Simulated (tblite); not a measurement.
# C3H6AlFS: the cost of one run

The runs use tblite 0.8.0 and PySCF 2.14.0, with density-fitted response routines of our own; the level of theory stands in each step. All values are computed, except where a source is named. Atoms are numbered from 0 throughout.

## 1. The starting structure

12 atoms, charge 0, multiplicity 1; geometry from: force field or distance geometry start.

Bonds of the start (Å): C0–C1 1.33, C1–Al2 1.97, Al2–F3 1.80, C1–S4 1.80, S4–C5 1.81, C0–H6 1.09, C0–H7 1.09, Al2–H8 1.60, C5–H9 1.11, C5–H10 1.11, C5–H11 1.11.

## 2. Optimising the geometry with GFN2-xTB

What the job is given:

```
{"job": {"kind": "relax", "xc": "GFN2-xTB", "basis": "xTB"}, "charge": 0, "multiplicity": 1}
C     -1.306500     1.090100     0.553400
C     -0.474900     0.535200    -0.322400
Al    -1.083700    -0.850400    -1.582300
F      0.067000    -1.581700    -2.753700
S      1.250500     1.039400    -0.352800
C      1.782000    -0.203800     0.852600
H     -0.967600     1.858000     1.241300
H     -2.353400     0.803600     0.590600
H     -2.615700    -1.313900    -1.572600
H      1.575000    -1.225400     0.477200
H      1.254100    -0.050300     1.816600
H      2.874400    -0.101400     1.026200
```

On the command line:

```console
$ OMP_NUM_THREADS=1 python probes_run.py task.json out
```

One launch serves the whole session: the jobs run in the order shown.

Q: Estimate the wall time of this first job on 1 thread of Arm Neoverse N1, shared host.

About 1.3 s.
